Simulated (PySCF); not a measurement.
# C2HF3O2: the cost of one run

Method: levels as typed in each script, gas phase, geometry from GFN2-xTB; program: PySCF 2.14.0.

## Step 1: Starting geometry

SMILES `O=C=O.FC(F)F`, 8 atoms, charge 0, spin multiplicity 1.

Bond lengths: O1–C2 1.141 Å, C2–O3 1.146 Å, F4–C5 1.329 Å, C5–F6 1.330 Å, C5–F7 1.329 Å, C5–H8 1.102 Å. Angles: O1–C2–O3 179.9°, F4–C5–F6 108.2°, F4–C5–F7 108.2°, F4–C5–H8 110.8°, F6–C5–F7 108.2°, F6–C5–H8 110.6°, F7–C5–H8 110.7°.

Coordinates:

```
atom    x (Å)    y (Å)    z (Å)
  O1  -3.9681   0.0103  -0.1753
  C2  -2.8668  -0.0039   0.1233
  O3  -1.7613  -0.0178   0.4249
  F4   2.5793   0.1442   0.9284
  C5   1.5586  -0.0008   0.0891
  F6   1.5902   1.0034  -0.7817
  F7   1.7286  -1.1366  -0.5807
  H8   0.6013  -0.0111   0.6352
```

## Step 2: Binding of the two fragments (B3LYP/6-311+g**)

File input.py:

```python
import numpy as np
from pyscf import gto, scf, dft
from pyscf.scf import atom_ks, atom_hf
from scipy.linalg import block_diag
from pyscf.dispersion import dftd3

def solve(mol, dm0=None, hcore=None):
    mf = (dft.UKS if mol.spin else dft.RKS)(mol, xc='b3lyp')
    mf.grids.level = 3
    mf = mf.density_fit(auxbasis='def2-universal-jkfit')
    mf.conv_tol, mf.max_cycle = 1e-8, 80
    if hcore is not None:
        mf.get_hcore = lambda *args: hcore
    mf.kernel(dm0)
    if not mf.converged:
        mf = mf.newton().run(mf.mo_coeff, mf.mo_occ, max_cycle=30)
    assert mf.converged, 'SCF not converged'
    return mf

mol = gto.M(atom='''
O     -3.96806     0.01033    -0.17526
C     -2.86684    -0.00387     0.12332
O     -1.76133    -0.01780     0.42485
F      2.57932     0.14418     0.92836
C      1.55859    -0.00081     0.08905
F      1.59020     1.00344    -0.78169
F      1.72862    -1.13663    -0.58068
H      0.60133    -0.01111     0.63517
''', basis='6-311+g**', charge=0, spin=0, verbose=4)
mol_a = gto.M(atom='''
O     -3.96806     0.01033    -0.17526
C     -2.86684    -0.00387     0.12332
O     -1.76133    -0.01780     0.42485
ghost-F      2.57932     0.14418     0.92836
ghost-C      1.55859    -0.00081     0.08905
ghost-F      1.59020     1.00344    -0.78169
ghost-F      1.72862    -1.13663    -0.58068
ghost-H      0.60133    -0.01111     0.63517
''', basis='6-311+g**', charge=0, spin=0, verbose=4)
mol_b = gto.M(atom='''
ghost-O     -3.96806     0.01033    -0.17526
ghost-C     -2.86684    -0.00387     0.12332
ghost-O     -1.76133    -0.01780     0.42485
F      2.57932     0.14418     0.92836
C      1.55859    -0.00081     0.08905
F      1.59020     1.00344    -0.78169
F      1.72862    -1.13663    -0.58068
H      0.60133    -0.01111     0.63517
''', basis='6-311+g**', charge=0, spin=0, verbose=4)
ab, a, b = solve(mol), solve(mol_a), solve(mol_b)
e_int = ab.e_tot - a.e_tot - b.e_tot
print('counterpoise-corrected interaction energy / kcal/mol', e_int * 627.5095)
def disp(atoms, charge):
    m = gto.M(atom=atoms, charge=charge, basis='sto-3g', spin=None, unit='Bohr', verbose=0)
    return dftd3.DFTD3Dispersion(m, xc='b3lyp', version='d3bj').get_dispersion()['energy']
e_disp = disp(mol._atom, mol.charge) - disp(mol._atom[:3], mol_a.charge) - disp(mol._atom[3:], mol_b.charge)
print('D3(BJ) part / kcal/mol', e_disp * 627.5095)
# spherically averaged free atoms, for the promolecule
atm = atom_ks.get_atm_nrks(mol, xc='b3lyp')
pro = block_diag(*[(atm[a[0]][2] * atm[a[0]][3]) @ atm[a[0]][2].T for a in mol._atom])
np.savez('result.npz', e_int=e_int, e_disp=e_disp, dm_a=a.make_rdm1(), dm_b=b.make_rdm1(), c=ab.mo_coeff, occ=ab.mo_occ, eps=ab.mo_energy, pro=pro, d=[f.dip_moment(verbose=0) for f in (ab, a, b)])
```

On the command line:

```
$ OMP_NUM_THREADS=1 python input.py
```

**Question.** How long does this run take on 1 thread of Intel Xeon 6975P-C (Granite Rapids), shared host, and how much memory does it need?

About 23 s, with a peak of 0.72 GiB.
